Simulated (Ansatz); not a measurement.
**CH4NSb: up Jacob's ladder to CCSD(T)**

Aim: compute CH4NSb with functionals from several rungs and with coupled cluster. The yardstick is the atomisation energy at the CCSD(T) limit.

The runs use Ansatz 0.2.0, Gaussian basis; functionals in def2-TZVPP, the program's frozen cores in correlated methods.

The runs, in order: LDA (SPW92), PBE-D4, revPBE-D4, BLYP-D4, r2SCAN-D4, B97M-V, PBE0-D4, B3LYP-D4, r2SCANh-D4, r2SCAN0-D4, HSE06-D4, BHLYP-D4, CAM-B3LYP-D4, LC-ωPBE, ωB97X-V, ωB97M-V, B2PLYP, PBE-QIDH; CCSD(T)/def2-SVP; CCSD(T)/def2-TZVPP; MP2/def2-QZVPP; extrapolation to the limit; RPA on PBE.

## 1. Structure used throughout

The geometry comes from an earlier relaxation with PBE0-D4 in a triple-zeta def2 set; it is a stationary point, not always the lowest conformer. Sb takes the def2 core potential; no spin-orbit term is included.

7 atoms, charge 0, spin multiplicity 1.

Atoms are counted from 1 here; the program's logs count them from 0.

Bond lengths: C1–N2 1.257 Å, C1–H4 1.098 Å, C1–H5 1.101 Å, N2–Sb3 2.060 Å, Sb3–H6 1.710 Å, Sb3–H7 1.724 Å. Angles: N2–C1–H4 119.0°, N2–C1–H5 125.5°, H4–C1–H5 115.5°, C1–N2–Sb3 120.6°, N2–Sb3–H6 92.7°, N2–Sb3–H7 96.4°, H6–Sb3–H7 91.3°.

Coordinates:

```
C    -0.8497   -0.5432   -0.7828
N    -0.6894   -0.5250    0.4641
Sb    1.1406   -0.0431    1.2785
H    -1.8229   -0.8456   -1.1902
H    -0.0882   -0.2693   -1.5295
H     0.5783    1.4660    1.8520
H     1.7926    0.6923   -0.1379
```

## 2. LDA

This LDA is Slater exchange with PW92 correlation.

Contents of in.yaml:

```yaml
crystal:
  periodic: [false, false, false]
  atoms:
    - {symbol: C, position_ang: [-0.849676, -0.543173, -0.782752]}
    - {symbol: N, position_ang: [-0.689448, -0.524965, 0.464134]}
    - {symbol: Sb, position_ang: [1.140567, -0.043096, 1.278476]}
    - {symbol: H, position_ang: [-1.822898, -0.845631, -1.190222]}
    - {symbol: H, position_ang: [-0.088236, -0.269321, -1.529519]}
    - {symbol: H, position_ang: [0.578305, 1.466029, 1.851996]}
    - {symbol: H, position_ang: [1.792586, 0.692257, -0.137914]}
basis:
  gaussian: {orbitals: def2-TZVPP}
hamiltonian: {xc: lda}
output: {orbitals: {seedname: orbitals}}
```

The run is started by

```console
> ansatz run in.yaml --threads 2 --pin off --events-out ev --progress --plain --max-ram 4352MiB
```

The runs that follow: PBE-D4 (GGA); revPBE-D4 (GGA); BLYP-D4 (GGA); r2SCAN-D4 (meta-GGA); B97M-V (meta-GGA); B3LYP-D4 (hybrid); r2SCANh-D4 (hybrid); r2SCAN0-D4 (hybrid); HSE06-D4 (hybrid); BHLYP-D4 (hybrid); CAM-B3LYP-D4 (range-separated); LC-ωPBE (range-separated); ωB97X-V (range-separated); ωB97M-V (range-separated); B2PLYP (double hybrid); PBE-QIDH (double hybrid); CCSD(T) in def2-SVP; CCSD(T) in def2-TZVPP; MP2 in def2-QZVPP; RPA on PBE orbitals.

Q: Predict the results of all the runs planned. Wanted: atomisation energy, CCSD(T)/CBS; farthest beyond LDA; mean size of error, GGA; mean size of error, meta-GGA; mean size of error, hybrid; mean size of error, range-separated; mean size of error, double hybrid; gap, smallest and largest; T1 diagnostic.

**Answer**, as computed:

| quantity | value |
| --- | --- |
| atomisation energy, CCSD(T)/CBS | 2167.1 kJ/mol |
| functionals within 21.7 kJ/mol (1.0 %) | revPBE-D4, r2SCAN-D4, PBE0-D4, HSE06-D4, CAM-B3LYP-D4, ωB97M-V, B2PLYP |
| farthest beyond LDA | BHLYP-D4 (-75.4 kJ/mol) |
| mean size of error, GGA | 45.9 kJ/mol |
| mean size of error, meta-GGA | 21.9 kJ/mol |
| mean size of error, hybrid | 39.0 kJ/mol |
| mean size of error, range-separated | 21.5 kJ/mol |
| mean size of error, double hybrid | 38.1 kJ/mol |
| gap, smallest and largest | 3.73 eV (LDA (SPW92)), 10.79 eV (LC-ωPBE) |
| T1 diagnostic | 0.0149 |
| triples share of the correlation energy | 3.8 % |

**Reading.** The LDA atomisation energy is off by 369.6 kJ/mol (17 %): it overbinds. PBE-D4 misses by +69.8 kJ/mol. Double hybrids carry the basis error of their MP2 part in triple zeta, and no dispersion term here, so their miss is partly the set-up's. Taken by rung, range-separated functionals do best (21.5 kJ/mol on average) and GGA ones worst beyond LDA (45.9 kJ/mol). The gap between the best rungs is small, so their order is not settled. Misses under about 21.7 kJ/mol are within the doubt on the reference itself, which lacks core-valence correlation, spin-orbit coupling and higher excitations, and its outer-core shells are covered unevenly. All levels share the lack of spin-orbit coupling, which lowers the free heavy atoms and so the true binding. Hartree-Fock recovers 63 % of the binding; the rest is correlation. CCSD(T) in def2-SVP is off by -189.9 kJ/mol, which most functionals beat. The gap grows from 3.7 to 10.8 eV across the functionals, mostly with the share of exact exchange. Correlated methods include outer-core shells of Sb, which these sets cover unevenly.
